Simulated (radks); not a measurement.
**Yb³⁺ in [Kr] 4d10 4f13 5s2 5p5.5 6p0.5: an all-electron calculation**

What are the levels of the ytterbium ion Yb3+, how large are its shells, and how does its energy divide?

Program: radks (a radial shooting solver on a logarithmic mesh, Libxc functionals) version 1. Level of theory: non-relativistic Kohn-Sham, TPSS, spin-polarised, spherical densities, point nucleus; open shells are filled with parallel spins first. These are calculated values, not measurements, unless marked.

## (1) The atom as given

* element: ytterbium (Z = 70)
* charge: +3
* electrons: 67
* configuration: [Kr] 4d10 4f13 5s2 5p5.5 6p0.5

## (2) Self-consistent calculation

Settings of this run:

```text
Z 70
configuration [Kr] 4d10 4f13 5s2 5p5.5 6p0.5 6s0 5d0 5f0 7p0
relativity non-relativistic
functional tpss,tpss
spin polarised
nucleus point
```

**Question.** What will this run give?

**Answer**, as computed:

| quantity | value |
| --- | --- |
| total energy | -13392.7019 hartree |
| exchange-correlation share of it | 2.08 % |
| −T/E | 0.9997 |
| highest occupied level | 6p up, -19.106 eV |
| most extended occupied level | 6p up, <r> = 3.54 bohr |
| radius at density 0.001 e/bohr³ | 3.81 bohr |
| maxima of the radial density | 4 |

6 principal shells are occupied and 4 maxima appear in the radial density; where shells overlap, one shows as a shoulder or not at all. −T/E = 0.9997, near the virial value of 1. This is not the tabulated ground configuration, so its levels and sizes aren't those of the ground state, and no measured value stands beside it.
